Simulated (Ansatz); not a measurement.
# V (bcc type): the cost of one run

Computed with Ansatz 0.2.0 (DFT, LDA, all-electron LAPW, scalar-relativistic, unless a step's input says otherwise).

## (1) Starting point

Symmetry: Im-3m, No. 229, cubic system. The conventional cell has a = 2.586 Å, b = 2.586 Å, c = 2.586 Å, α = 90.00°, β = 90.00°, γ = 90.00°. V (site symmetry m-3m) is surrounded by 8 V at 2.24 Å.

Structure file:

```cif
data_structure
_symmetry_space_group_name_H-M 'Im-3m'
_symmetry_Int_Tables_number 229
_cell_length_a 2.5857
_cell_length_b 2.5857
_cell_length_c 2.5857
_cell_angle_alpha 90.000
_cell_angle_beta 90.000
_cell_angle_gamma 90.000
_cell_volume 17.29
loop_
_atom_site_label
_atom_site_type_symbol
_atom_site_symmetry_multiplicity
_atom_site_Wyckoff_symbol
_atom_site_fract_x
_atom_site_fract_y
_atom_site_fract_z
_atom_site_occupancy
V1 V 2 a 0.00000 0.00000 0.00000 1
```

The file gives the conventional cell by its symmetry; the runs use the cell typed in the input.

## (2) Bcc relaxed under pressure, LAPW

Contents of input.yaml:

```yaml
crystal:
  lattice:
    - [-1.2928279469, 1.2928279469, 1.2928279469]
    - [1.2928279469, -1.2928279469, 1.2928279469]
    - [1.2928279469, 1.2928279469, -1.2928279469]
  atoms:
    - { symbol: V, position: [0.0, 0.0, 0.0] }
kpoints:
  mp_grid: { grid: [21, 21, 21] }
scf:
  occupations: { method: fermi_dirac, width: 0.1 }
hamiltonian:
  xc: lda
  pseudopotentials: { kind: all_electron, lapw: { basis_error: 0.0005 } }
output:
  forces: true
  stress: true
  eigenvalues: true
relax:
  f_tol: 0.005
  max_steps: 12
  cell: { p_target: 150.0, stress_tol: 0.075 }
```

Run with:

```
> ansatz run input.yaml --threads 1 --pin off --max-ram 3584MiB --backend cpu --events-out ev --progress --plain --runs-dir out
```

What time and memory should one allow on 1 thread of AMD EPYC 7R43 (Zen 3), shared host?

About 42 s, with a peak of 0.49 GiB.
